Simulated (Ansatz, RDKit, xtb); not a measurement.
**Si3N2H10: ranking a sample of isomers**

A sample of isomers of Si3N2H10 is drawn. Aim: find which of them has the lowest free energy at 298.15 K, then its properties. The sample is small against all isomers, and the most stable one of this formula need not be in it.

The funnel: GFN2-xTB relaxations, single points with a density functional, relaxations at PBE-D3(BJ)/def2-SVP, harmonic vibrations (at GFN2-xTB), and a last energy at a higher level. All values are calculated.

### 1 Drawing up candidates

Isomers were taken from a list of plausible structures; this is a sample, not all of them. That gives 4 candidates.

| label | SMILES | spin |
| --- | --- | --- |
| c004 | N[Si](N)([SiH3])[SiH3] | singlet |
| c484 | N[SiH2][Si@@H](N)[SiH3] | singlet |
| c611 | N[SiH](N)[SiH2][SiH3] | singlet |
| c735 | N[SiH2][SiH2][SiH2]N | singlet |

Candidates are built by distance geometry, with a force field where one applies, in up to four conformers (letters a to d).

Q: Predict the outcome of this search (final energies at CCSD(T)/def2-SVP + MP2/def2-TZVPP - MP2/def2-SVP).

| quantity | value |
| --- | --- |
| lowest structure found | N[SiH](N)[SiH2][SiH3], singlet |
| next finalist | N[Si](N)([SiH3])[SiH3], singlet, 3.0 kcal/mol higher in G |
| share at equilibrium, among the finalists | 99.3 % |

The lowest structure found is `N[SiH](N)[SiH2][SiH3]`. The margin, 3.0 kcal/mol, is modest. HF/STO-3G, r2SCAN-D4/def2-SVP, PBE-D3(BJ)/def2-SVP, HF/def2-SVP and MP2/def2-SVP already put its bonding pattern lowest among the structures in one piece; GFN2-xTB favours the singlet N[SiH2][SiH2][SiH2]N (c735b, not a finalist). 6 minima inside the window were never screened. The search is not exhaustive (a finite list of starts, one conformer a finalist), so a lower isomer can't be ruled out. Only 4 drawn patterns were tried, so whole families of isomers are missing, and the result ranks this sample alone. The lowest isomer need not be the one that is made and kept in a bottle, which depends on barriers.
